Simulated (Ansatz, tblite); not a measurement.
# Sn(SH)H3 (SnH₄S): charged states by level of theory

One table from this session's results is given with a row withheld; the runs are named, their logs left out.

The runs use Ansatz 0.2.0, Gaussian basis; as each input shows.

Levels to be run: charge +1 doublet, at the geometry of the singlet (PBE0-D4/def2-TZVP, PBE-D4/def2-TZVP, r2SCAN-D4/def2-TZVP, CCSD(T)/def2-TZVPP); charge -1 doublet, at the geometry of the singlet (PBE0-D4/def2-TZVPD, PBE-D4/def2-TZVPD, r2SCAN-D4/def2-TZVPD, CCSD(T)/def2-TZVPD); the starting singlet's energies come from earlier runs.

7 further runs of the same task are left out: 1 that didn't finish, 6 set aside as unsound or not needed. Runs told in other sessions of the task aren't counted.

## The structure

The singlet was relaxed beforehand with PBE-D4/def2-TZVP.

6 atoms, charge 0, spin multiplicity 1.

Atoms are counted from 1 here; the program's logs count them from 0.

Bond lengths: Sn1–S2 2.428 Å, Sn1–H4 1.714 Å, Sn1–H5 1.720 Å, Sn1–H6 1.720 Å, S2–H3 1.354 Å. Angles: S2–Sn1–H4 104.5°, S2–Sn1–H5 109.6°, S2–Sn1–H6 109.7°, H4–Sn1–H5 111.4°, H4–Sn1–H6 111.4°, H5–Sn1–H6 110.1°, Sn1–S2–H3 93.4°.

Sn takes a core potential in the def2 sets. No spin-orbit coupling is included.

The first run:

The input, in.yaml:

```yaml
crystal:
  periodic: [false, false, false]
  atoms:
    - {symbol: Sn, position_ang: [0.195739, -0.012728, -0.565327]}
    - {symbol: S, position_ang: [0.276842, 0.021291, 1.860894]}
    - {symbol: H, position_ang: [-1.071179, 0.051284, 1.986614]}
    - {symbol: H, position_ang: [1.840060, -0.017143, -1.050160]}
    - {symbol: H, position_ang: [-0.623374, 1.388401, -1.133895]}
    - {symbol: H, position_ang: [-0.618089, -1.431105, -1.098116]}
basis:
  gaussian: {orbitals: def2-TZVP}
total_charge: 1
magnetization: {spin_polarized: true, initial_magnetization: 1}
hamiltonian: {xc: pbe0, dispersion: d4}
output: {orbitals: {seedname: orbitals}}
```

Run with:

```bash
> ansatz run in.yaml --threads 4 --pin off --events-out ev --progress --plain --max-ram 3916MiB
```

Among the steps run: Charge +1 doublet at the fixed geometry, PBE0-D4/def2-TZVP; Charge +1 doublet at the fixed geometry, PBE-D4/def2-TZVP; Charge +1 doublet at the fixed geometry, r2SCAN-D4/def2-TZVP; Charge +1 doublet at the fixed geometry, CCSD(T)/def2-TZVPP.

One of the session's tables, all rows but one given; the rest of the session is left out.

It belongs to the step «Vertical ionisation energy». 

| method | vertical ionisation energy (eV) |
| --- | --- |
| HF/def2-TZVPP | 8.46 |
| PBE-D4/def2-TZVP | ? |
| r2SCAN-D4/def2-TZVP | 9.38 |
| PBE0-D4/def2-TZVP | 9.45 |
| MP2/def2-TZVPP | 9.58 |
| CCSD/def2-TZVPP | 9.42 |
| CCSD(T)/def2-TZVPP | 9.49 |

Q: Estimate the row for PBE-D4/def2-TZVP from the others.

**Answer.** vertical ionisation energy (eV): 9.32. In the column «vertical ionisation energy (eV)» it lies between HF/def2-TZVPP (8.46) and r2SCAN-D4/def2-TZVP (9.38).
